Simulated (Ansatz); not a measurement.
# C2H9AlN2: up Jacob's ladder to CCSD(T)

An exercise on one series of results from a longer session: the logs are not shown, and one member is left open.

Method: functionals in def2-TZVPP, the program's frozen cores in correlated methods; program: Ansatz 0.2.0, Gaussian basis.

Plan: LDA (SPW92), PBE-D4, revPBE-D4, BLYP-D4, r2SCAN-D4, B97M-V, PBE0-D4, B3LYP-D4, r2SCANh-D4, r2SCAN0-D4, HSE06-D4, BHLYP-D4, CAM-B3LYP-D4, LC-ωPBE, ωB97X-V, ωB97M-V, B2PLYP, PBE-QIDH; CCSD(T)/def2-SVP; CCSD(T)/def2-TZVPP; MP2/def2-QZVPP; extrapolation to the limit; RPA on PBE.

### Structure used throughout

All runs share one geometry, relaxed beforehand with PBE0-D4 in a triple-zeta def2 set.

SMILES `C[CH2][Al]([NH2])[NH2]`, 14 atoms, charge 0, spin multiplicity 1.

Atoms are counted from 1 here; the program's logs count them from 0.

Bond lengths: C1–C2 1.530 Å, C1–H6 1.094 Å, C1–H7 1.095 Å, C1–H8 1.094 Å, C2–Al3 1.958 Å, C2–H9 1.097 Å, C2–H10 1.097 Å, Al3–N4 1.774 Å, Al3–N5 1.774 Å, N4–H11 1.006 Å, N4–H12 1.007 Å, N5–H13 1.006 Å, N5–H14 1.006 Å. Angles: C2–C1–H6 111.7°, C2–C1–H7 112.3°, C2–C1–H8 111.6°, H6–C1–H7 107.0°, H6–C1–H8 106.9°, H7–C1–H8 107.0°, C1–C2–Al3 115.0°, C1–C2–H9 109.9°, C1–C2–H10 109.9°, Al3–C2–H9 108.4°, Al3–C2–H10 108.4°, H9–C2–H10 104.7°, C2–Al3–N4 119.9°, C2–Al3–N5 121.2°, N4–Al3–N5 118.9°, Al3–N4–H11 126.4°, Al3–N4–H12 123.7°, H11–N4–H12 109.9° and more.

The first run:

in.yaml reads:

```yaml
crystal:
  periodic: [false, false, false]
  atoms:
    - {symbol: C, position_ang: [-1.234409, 1.494453, 0.735454]}
    - {symbol: C, position_ang: [0.223255, 1.139483, 0.437238]}
    - {symbol: Al, position_ang: [0.504377, -0.648258, -0.311209]}
    - {symbol: N, position_ang: [-0.883007, -1.716764, -0.594322]}
    - {symbol: N, position_ang: [2.130103, -1.229861, -0.717945]}
    - {symbol: H, position_ang: [-1.852392, 1.454090, -0.166288]}
    - {symbol: H, position_ang: [-1.340582, 2.501166, 1.151693]}
    - {symbol: H, position_ang: [-1.679052, 0.801755, 1.455955]}
    - {symbol: H, position_ang: [0.653222, 1.875466, -0.253836]}
    - {symbol: H, position_ang: [0.824370, 1.230834, 1.350714]}
    - {symbol: H, position_ang: [-0.851140, -2.648673, -0.972772]}
    - {symbol: H, position_ang: [-1.835224, -1.461581, -0.391042]}
    - {symbol: H, position_ang: [2.357349, -2.130805, -1.104691]}
    - {symbol: H, position_ang: [2.970230, -0.690505, -0.590349]}
basis:
  gaussian: {orbitals: def2-TZVPP}
hamiltonian: {xc: lda}
output: {orbitals: {seedname: orbitals}}
```

Steps of the session up to this table: LDA; PBE-D4 (GGA); revPBE-D4 (GGA); BLYP-D4 (GGA); r2SCAN-D4 (meta-GGA); B97M-V (meta-GGA); PBE0-D4 (hybrid); B3LYP-D4 (hybrid); r2SCANh-D4 (hybrid); r2SCAN0-D4 (hybrid); HSE06-D4 (hybrid); BHLYP-D4 (hybrid); CAM-B3LYP-D4 (range-separated); LC-ωPBE-D4 (range-separated; the results give it without D4); ωB97X-V (range-separated); ωB97M-V (range-separated); B2PLYP (double hybrid); PBE-QIDH (double hybrid).

One table of the session follows, with a row left open; its other results are not shown here.

It belongs to the step «Frontier levels by functional». 

```
  functional  HOMO (eV)  LUMO (eV)  gap (eV)
 LDA (SPW92)      -5.52      -0.61      4.91
      PBE-D4      -5.34      -0.45      4.89
   revPBE-D4      -5.28      -0.35      4.92
     BLYP-D4      -5.22      -0.43      4.78
   r2SCAN-D4      -5.64       0.11      5.75
      B97M-V      -5.68      -0.33      5.35
     PBE0-D4      -6.75       0.33      7.08
    B3LYP-D4      -6.50       0.02      6.53
  r2SCANh-D4      -6.17       0.34      6.51
  r2SCAN0-D4      -6.97       0.68      7.64
    HSE06-D4          ?          ?         ?
    BHLYP-D4      -8.07       0.94      9.01
CAM-B3LYP-D4      -8.20       1.11      9.31
     LC-ωPBE      -9.65       2.37     12.01
     ωB97X-V      -9.24       2.12     11.37
     ωB97M-V      -9.14       1.72     10.86
```

**Question.** Estimate the row for HSE06-D4.

As computed: HOMO (eV): -6.34; LUMO (eV): -0.03; gap (eV): 6.31. In the column «HOMO (eV)» it lies between B3LYP-D4 (-6.50) and r2SCANh-D4 (-6.17).
